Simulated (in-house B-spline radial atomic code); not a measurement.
# Pb⁴¹⁺: excited configurations

Wanted: excitation energies of Pb⁴¹⁺ as differences of total energies (ΔSCF).

The numbers are computed with in-house B-spline radial atomic code version 1 (Dirac-Hartree-Fock, average of configuration, Fermi nucleus, basis-set limit), except any that are marked as measured or tabulated.

### Step 1. What is computed

```
element       : lead (Z = 82)
charge        : +41
electrons     : 41
configuration : [Kr] 4d5
Hamiltonian   : Dirac-Coulomb
nucleus       : Fermi, rms radius 5.501 fm
```

The outer shells:

[Kr] 4d5
```
[Kr] core
4d [↑ ][↑ ][↑ ][↑ ][↑ ]
```

The boxes draw the filling by Hund's rule, which heavy ions in jj coupling don't follow; these runs average over all states of the configuration.

Input settings:

```ini
Z = 82
electrons = 41.0
configuration = [Kr] 4d5
hamiltonian = dirac
method = hf
spin_polarised = False
nucleus = fermi
rms_radius = 5.5012
mass_number = 208
atomic_mass = 207.976652005
speed_of_light = 137.035999084
```

From the earlier run of the reference: total energy -19857.872779 hartree. Levels, eight at most:

| orbital | occupation | energy (eV) | <r> (bohr) |
| --- | --- | --- | --- |
| 3p3/2 | 4 | -4931.99 | 0.1780 |
| 3d3/2 | 4 | -4459.26 | 0.1548 |
| 3d5/2 | 6 | -4352.31 | 0.1595 |
| 4s1/2 | 2 | -2532.78 | 0.3540 |
| 4p1/2 | 2 | -2397.63 | 0.3509 |
| 4p3/2 | 4 | -2242.00 | 0.3743 |
| 4d3/2 | 2 | -2040.28 | 0.3635 |
| 4d5/2 | 3 | -2008.20 | 0.3703 |

### Step 2. [Ar] 3d9 4s2 4p6 4d5 7f1

Input settings:

```ini
Z = 82
electrons = 41.0
configuration = [Ar] 3d9 4s2 4p6 4d5 7f1
hamiltonian = dirac
method = hf
spin_polarised = False
nucleus = fermi
rms_radius = 5.5012
mass_number = 208
atomic_mass = 207.976652005
speed_of_light = 137.035999084
```

### Step 3. [Ar] 3d9 4s2 4p6 4d5 5d1

Settings: those of step 2 with these lines changed.

```diff
@@ -2,3 +2,3 @@
 electrons = 41.0
-configuration = [Ar] 3d9 4s2 4p6 4d5 7f1
+configuration = [Ar] 3d9 4s2 4p6 4d5 5d1
 hamiltonian = dirac
```

### Step 4. [Ar] 3d9 4s2 4p6 4d5 8d1

Settings: those of step 3 with these lines changed.

```diff
@@ -2,3 +2,3 @@
 electrons = 41.0
-configuration = [Ar] 3d9 4s2 4p6 4d5 5d1
+configuration = [Ar] 3d9 4s2 4p6 4d5 8d1
 hamiltonian = dirac
```

### Step 5. Run with [Kr] 4d4 6g1

Settings: those of step 4 with these lines changed.

```diff
@@ -2,3 +2,3 @@
 electrons = 41.0
-configuration = [Ar] 3d9 4s2 4p6 4d5 8d1
+configuration = [Kr] 4d4 6g1
 hamiltonian = dirac
```

### Step 6. [Ar] 3d10 4s2 4p5 4d5 5p1

Settings: those of step 5 with these lines changed.

```diff
@@ -2,3 +2,3 @@
 electrons = 41.0
-configuration = [Kr] 4d4 6g1
+configuration = [Ar] 3d10 4s2 4p5 4d5 5p1
 hamiltonian = dirac
```

How far above the reference does each configuration lie (order and size, in eV)?

The runs gave:

| net move | configuration | energy above the reference (eV) | with Breit, QED, recoil (eV) | largest <r> (bohr) |
| --- | --- | --- | --- | --- |
| 4p → 5p | [Ar] 3d10 4s2 4p5 4d5 5p1 | 988.85 | 987.18 | 0.654 |
| 4d → 6g | [Kr] 4d4 6g1 | 1331.93 | 1330.75 | 1.00 |
| 3d → 5d | [Ar] 3d9 4s2 4p6 4d5 5d1 | 3197.76 | 3193.82 | 0.664 |
| 3d → 7f | [Ar] 3d9 4s2 4p6 4d5 7f1 | 3855.22 | 3850.80 | 1.47 |
| 3d → 8d | [Ar] 3d9 4s2 4p6 4d5 8d1 | 3961.47 | 3957.13 | 1.96 |

Quantum defects of the promoted electron, δ = n − ζ/√(−2ε) with ζ = 42 and ε its orbital energy in hartree:

| promotion | δ |
| --- | --- |
| 4p → 5p | 0.710 |
| 4d → 6g | 0.093 |
| 3d → 5d | 0.506 |
| 3d → 7f | 0.275 |
| 3d → 8d | 0.480 |

What this shows: The energies run from 988.85 eV (4p → 5p) to 3961.47 eV (3d → 8d). Koopmans' estimate of the ionisation threshold is 2008.20 eV; 3 configurations exceed it by over 2 % and could autoionise. Of those tabulated, the defect is largest for 5p (0.71) and least for 6g (0.09); at this charge much of the defect is relativistic. Two partly filled shells share a symmetry and can mix in the average, which may lower the energy, for: 4p → 5p; 3d → 5d; 3d → 7f; 3d → 8d. These are averages over configurations, without correlation, not spectroscopic levels.
